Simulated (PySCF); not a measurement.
A run of PySCF 2.14.0 is set up as follows.

Contents of run.py:

```python
import json
import numpy as np
from pyscf.pbc import gto, scf, dft, df
from pyscf.pbc.tools import pyscf_ase
from ase import Atoms

atoms = Atoms(['Al', 'As', 'H', 'H', 'H', 'H', 'H', 'H'],
              cell=[[13.0, 0.0, 0.0], [0.0, 12.0, 0.0], [0.0, 0.0, 14.0]],
              scaled_positions=[[0.48775385, 0.5026125, 0.39723571], [0.56008462, 0.47410417, 0.57251429], [0.54473077, 0.39812917, 0.35063571], [0.369, 0.49154583, 0.42447857], [0.53492308, 0.62395417, 0.38126429], [0.62196154, 0.56512083, 0.61952857], [0.633, 0.37954583, 0.59361429], [0.48696154, 0.45347083, 0.65422143]],
              pbc=True)
cell = pyscf_ase.cell_from_ase(atoms)
cell.basis = '6-31g*'
cell.exp_to_discard = 0
cell.precision = 1e-08
cell.max_memory = 2520  # MB
cell.verbose = 4
cell.build()

res = {}
from pyscf.dispersion import dftd4
d = dftd4.DFTD4Dispersion(cell, xc='rscan', atm=True).get_dispersion(grad=True)
print('dispersion energy = %.10f' % d['energy'])
res['e_disp'] = float(d['energy'])

kpts = cell.make_kpts([1, 1, 1])
mf = dft.KRKS(cell, kpts, xc='MGGA_X_RSCAN,MGGA_C_RSCAN')
mf = mf.density_fit()
mf.with_df._cderi = 'cderi.h5'  # three-centre integrals saved by an earlier run on this cell, basis and mesh
mf.conv_tol = 1e-07
mf.max_cycle = 60

mf.kernel()
res.update(converged=bool(mf.converged), e_tot=mf.e_tot, nelec=cell.nelectron, nao=cell.nao, mesh=list(map(int, cell.mesh)), a=cell.lattice_vectors().tolist(), coords=cell.atom_coords().tolist(),
           mo_energy=[np.real(x).tolist() for x in mf.mo_energy], mo_occ=[np.real(x).tolist() for x in mf.mo_occ])
res.update(kpts=cell.get_scaled_kpts(kpts).tolist())
res['parts'] = {k: float(np.real(v)) for k, v in mf.scf_summary.items() if np.isscalar(v)}
json.dump(res, open('results.json', 'w'))
if not mf.converged:
    raise SystemExit('SCF not converged')

print('levels (eV)')
for i, kp in enumerate(res['kpts'][:40]):
    print('k %7.4f %7.4f %7.4f  ' % tuple(kp), ' '.join('%.3f' % (x * 27.211386) for x in res['mo_energy'][i][:31]))

# Mulliken populations
dm, s = np.asarray(mf.make_rdm1()), np.asarray(mf.get_ovlp())
sites = cell.aoslice_by_atom()[:, 2:]
tot = np.einsum('kij,kji->i', dm, s).real / len(kpts)
res['mulliken'] = [cell.atom_charge(i) - tot[a0:a1].sum() for i, (a0, a1) in enumerate(sites)]
print('Mulliken charges', np.round(res['mulliken'], 5))
res['meta_lowdin'] = mf.mulliken_meta()[1].tolist()
res['done'] = True
json.dump(res, open('results.json', 'w'))
```

Potentials or basis: 6-31g* (all-electron).

Command:

```bash
$ OMP_NUM_THREADS=2 python -u run.py > log
```

What does it give for the meta-löwdin charges?

Al +0.11; As +0.19; H -0.14, +0.04 e.

What does it give for the dispersion energy per atom?

-0.005 eV.

Predict the gap between the frontier levels.

6.13 eV.

Caveat: this is a molecule in a periodic box at the Γ point, so its band gap is the HOMO-LUMO gap; the energy listed adds the dispersion energy to the SCF energy of the log; relativity is left out, which matters for the heavier elements; the basis of atomic orbitals isn't converged, which shifts pressures, moduli and gaps.
